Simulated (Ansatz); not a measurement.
# F2 (SMILES FF): RPA@PBE0/cc-pVTZ

Aim: the electronic atomisation energy of F2 at RPA@PBE0/cc-pVTZ, from 2 runs. 

The results are computed with Ansatz 0.2.0.

18 further runs of the same task are left out: 18 set aside as unsound or not needed.

## 1. The system as given

F2: 2 atoms, total charge 0, spin state singlet. SMILES: `FF`. The coordinates come from a PBE0-D4/def2-TZVP relaxation.

Bond lengths: F1–F2 1.376 Å.

## 2. The energy at RPA@PBE0/cc-pVTZ

run.yaml

```yaml
basis:
  gaussian:
    orbitals: cc-pVTZ
crystal:
  periodic: [false, false, false]
  atoms:
    - {symbol: F, position_ang: [-0.583900, 0.212400, -0.295000]}
    - {symbol: F, position_ang: [0.583900, -0.212400, 0.295000]}
hamiltonian:
  xc: {name: PBE0}
correlation:
  method: rpa
  frozen_orbitals: {F: 1}
accuracy: high
```

The run is started by

```sh
$ ansatz run run.yaml --threads 1 --pin off --max-ram 3480MiB --events-out events.jsonl --progress --plain --runs-dir runs
```

Output:

```text
Warning: RAYON_NUM_THREADS=1 ignored (pool sized by the plan → 1); use --threads N
Functional definition: PBE0
  name "PBE0"
  parameter a = 0.25
  parameter kappa = 0.804
  parameter beta = 0.06672455060314922
  exchange = (1 - a)*pbe_x(kappa = kappa, mu = beta*pi^2/3) + a*exact_x
  correlation = pbe_c(beta = beta)
852 factors; integrals over basis functions are off by at most 2.5e-9 eV
mean field evaluation 1: about -5425.5523 eV, gradient 1.6e1 eV
mean field evaluation 2: about -5425.5580 eV, gradient 1.6e1 eV
mean field evaluation 4: about -5425.8245 eV, gradient 4.3e-1 eV
mean field evaluation 8: about -5425.8247 eV, gradient 8.2e-4 eV
mean field evaluation 16: about -5425.8247 eV, gradient 2.9e-8 eV
mean field -5425.82468586 eV, -199.3953794494 hartree, gradient 2.2e-8 eV, S^2 0.000000; 0 other end points of the search recorded, 0 dependent functions left out
2 core orbitals not correlated: weight in the atoms' cores, before any rotation towards them, 1.000 or more for the frozen orbitals, at most 0.000 for the correlated occupied ones
reference -5408.11549868 eV, -198.7445788243 hartree; 7, 7 occupied and 51, 51 virtual orbitals, 852 factors
Total energy: -5427.55871951 eV, -199.4591040104 hartree
```

It took 2.1 s on 1 thread of Intel Xeon Platinum 8488C (Sapphire Rapids), shared host; peak memory 0.15 GiB.

## 3. The F atom, same level

run.yaml

```yaml
crystal:
  periodic: [false, false, false]
  atoms:
    - {symbol: F, position_ang: [0.000000, 0.000000, 0.000000]}
basis:
  gaussian:
    orbitals: cc-pVTZ
magnetization:
  spin_polarized: true
  initial_magnetization: 1
hamiltonian:
  xc: {name: PBE0}
correlation:
  method: rpa
  frozen_orbitals: {F: 1}
accuracy: high
```

Run the same way, it converges to -99.70726 Eh (log not shown).

## 4. Summary of results

At RPA@PBE0/cc-pVTZ, 2 core orbitals frozen:

| quantity | value |
| --- | --- |
| molecule: total energy | -199.45910 Eh |
| molecule: RPA correlation energy (valence) | -714.5 mEh |
| F atom: total energy | -99.70726 Eh |
| F atom: RPA correlation energy (valence) | -305.0 mEh |
| F atom: ⟨S²⟩ of the reference determinant | 0.752 |
| electronic atomisation energy | 1.213 eV |

**Reading.** Taking the molecule apart into free atoms costs 1.21 eV (117 kJ/mol), before zero-point energy and without spin-orbit coupling.
